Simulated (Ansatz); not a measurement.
# CH6BNSi: up Jacob's ladder to CCSD(T)

Aim: compute CH6BNSi with functionals from several rungs and with coupled cluster. The yardstick is the atomisation energy at the CCSD(T) limit.

Computed with Ansatz 0.2.0, Gaussian basis. Level: functionals in def2-TZVPP, the program's frozen cores in correlated methods.

Levels to be run: LDA (SPW92), PBE-D4, revPBE-D4, BLYP-D4, r2SCAN-D4, B97M-V, PBE0-D4, B3LYP-D4, r2SCANh-D4, r2SCAN0-D4, HSE06-D4, BHLYP-D4, CAM-B3LYP-D4, LC-ωPBE, ωB97X-V, ωB97M-V, B2PLYP, PBE-QIDH; CCSD(T)/def2-SVP; CCSD(T)/def2-TZVPP; MP2/def2-QZVPP; extrapolation to the limit; RPA on PBE.

**1. Structure used throughout**

All runs share one geometry, relaxed beforehand with PBE0-D4 in a triple-zeta def2 set.

SMILES `NB1C[SiH2]1`, 10 atoms, charge 0, spin multiplicity 1.

Atoms are counted from 1 here; the program's logs count them from 0.

Bond lengths: N1–B2 1.375 Å, N1–H5 1.006 Å, N1–H6 1.008 Å, B2–C3 1.561 Å, B2–Si4 1.945 Å, C3–Si4 1.905 Å, C3–H7 1.090 Å, C3–H8 1.090 Å, Si4–H9 1.484 Å, Si4–H10 1.484 Å. Angles: B2–N1–H5 123.0°, B2–N1–H6 123.0°, H5–N1–H6 114.1°, N1–B2–C3 139.1°, N1–B2–Si4 156.1°, C3–B2–Si4 64.8°, B2–C3–Si4 67.4°, B2–C3–H7 118.6°, B2–C3–H8 118.2°, Si4–C3–H7 118.0°, Si4–C3–H8 117.3°, H7–C3–H8 111.2°, B2–Si4–C3 47.8°, B2–Si4–H9 123.1°, B2–Si4–H10 123.3°, C3–Si4–H9 116.4°, C3–Si4–H10 116.3°, H9–Si4–H10 112.3°.

**2. LDA**

This LDA is Slater exchange with PW92 correlation.

Input file in.yaml:

```yaml
crystal:
  periodic: [false, false, false]
  atoms:
    - {symbol: N, position_ang: [-1.521884, 0.446515, -1.056729]}
    - {symbol: B, position_ang: [-0.407216, 0.188571, -0.293785]}
    - {symbol: C, position_ang: [0.369171, -1.035232, 0.285615]}
    - {symbol: Si, position_ang: [1.165292, 0.628333, 0.762317]}
    - {symbol: H, position_ang: [-1.817649, 1.377577, -1.296058]}
    - {symbol: H, position_ang: [-2.114783, -0.280890, -1.425631]}
    - {symbol: H, position_ang: [-0.099469, -1.623728, 1.074504]}
    - {symbol: H, position_ang: [0.918473, -1.672131, -0.408293]}
    - {symbol: H, position_ang: [1.098517, 1.003819, 2.196088]}
    - {symbol: H, position_ang: [2.492747, 0.916065, 0.165070]}
basis:
  gaussian: {orbitals: def2-TZVPP}
hamiltonian: {xc: lda}
output: {orbitals: {seedname: orbitals}}
```

Launch:

```bash
$ ansatz run in.yaml --threads 2 --pin off --events-out ev --progress --plain --max-ram 4352MiB
```

Further steps of the session: PBE-D4 (GGA); revPBE-D4 (GGA); BLYP-D4 (GGA); r2SCAN-D4 (meta-GGA); B97M-V (meta-GGA); B3LYP-D4 (hybrid); r2SCANh-D4 (hybrid); r2SCAN0-D4 (hybrid); HSE06-D4 (hybrid); BHLYP-D4 (hybrid); CAM-B3LYP-D4 (range-separated); LC-ωPBE (range-separated); ωB97X-V (range-separated); ωB97M-V (range-separated); B2PLYP (double hybrid); PBE-QIDH (double hybrid); CCSD(T) in def2-SVP; CCSD(T) in def2-TZVPP; MP2 in def2-QZVPP; RPA on PBE orbitals.

Before running them: what should the planned runs give, taken together? Wanted: atomisation energy, CCSD(T)/CBS; farthest beyond LDA; mean size of error, GGA; mean size of error, meta-GGA; mean size of error, hybrid; mean size of error, range-separated; mean size of error, double hybrid; gap, smallest and largest; T1 diagnostic.

As calculated:

| quantity | value |
| --- | --- |
| atomisation energy, CCSD(T)/CBS | 850.3 kcal/mol |
| functionals within 4.3 kcal/mol (0.5 %) | revPBE-D4, BLYP-D4, r2SCANh-D4, r2SCAN0-D4, LC-ωPBE, PBE-QIDH |
| farthest beyond LDA | PBE-D4 (+21.3 kcal/mol) |
| mean size of error, GGA | 8.7 kcal/mol |
| mean size of error, meta-GGA | 9.2 kcal/mol |
| mean size of error, hybrid | 7.6 kcal/mol |
| mean size of error, range-separated | 7.3 kcal/mol |
| mean size of error, double hybrid | 2.8 kcal/mol |
| gap, smallest and largest | 3.61 eV (LDA (SPW92)), 10.62 eV (LC-ωPBE) |
| T1 diagnostic | 0.0133 |
| triples share of the correlation energy | 4.1 % |

LDA overbinds by 124.1 kcal/mol (15 %). PBE-D4 misses by +21.3 kcal/mol. Double hybrids carry the basis error of their MP2 part in triple zeta, and no dispersion term here, so their miss is partly the set-up's. Taken by rung, double hybrid functionals do best (2.8 kcal/mol on average) and meta-GGA ones worst beyond LDA (9.2 kcal/mol). The reference freezes the cores and leaves out relativity and excitations past (T), so misses under about 4.3 kcal/mol can't be ranked. Hartree-Fock recovers 73 % of the binding; the rest is correlation. CCSD(T) in def2-SVP is off by -46.6 kcal/mol, worse than the median functional, from the basis alone. Orbital gaps span 3.6 to 10.6 eV; exact exchange widens them.
